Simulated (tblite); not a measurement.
# C6H6BBrO2: the cost of one run

Programs: tblite 0.8.0 and PySCF 2.14.0, with density-fitted response routines of our own. Each step states its level of theory. These are calculated values for one molecule in the gas phase, unless marked as measured. Atoms are numbered from 0 throughout.

## Step 1: Starting geometry

16 atoms, charge 0, multiplicity 1; geometry from: force field or distance geometry start.

Bonds of the start (Å): C0–C1 1.48, C1–C2 1.20, C2–C3 1.44, C3–C4 1.31, C4–O5 1.41, O5–C6 1.40, C6–B7 1.59, B7–Br8 2.00, C6–O9 1.40, O9–C3 1.41, C0–H10 1.12, C0–H11 1.09, C0–H12 1.10, C4–H13 1.09, C6–H14 1.13, B7–H15 1.20.

## Step 2: Relaxing the molecule with GFN2-xTB

Job settings and geometry (Å):

```
{"job": {"kind": "relax", "xc": "GFN2-xTB", "basis": "xTB"}, "charge": 0, "multiplicity": 1}
C      3.877100     0.904300     0.236900
C      2.482700     0.415200     0.203800
C      1.358200     0.007300     0.215800
C     -0.014800    -0.435100     0.200700
C     -0.540000    -1.560400    -0.211500
O     -1.931900    -1.556500    -0.014100
C     -2.255800    -0.353700     0.619300
B     -3.353600     0.503100    -0.156000
Br    -5.233200    -0.182100    -0.268000
O     -1.053100     0.351900     0.728300
H      3.887300     1.920600     0.717400
H      4.200500     1.003000    -0.795800
H      4.507200     0.251300     0.857200
H      0.039700    -2.364500    -0.672000
H     -2.715100    -0.585700     1.624300
H     -3.262700     1.690300    -0.030200
```

Command:

```bash
> OMP_NUM_THREADS=1 python probes_run.py task.json out
```

This one command runs all jobs of the session in turn.

**Question.** How long does this first job take on 1 thread of Arm Neoverse N1, shared host, and how much memory does it need?

About 1 s, with a peak of 0.18 GiB.
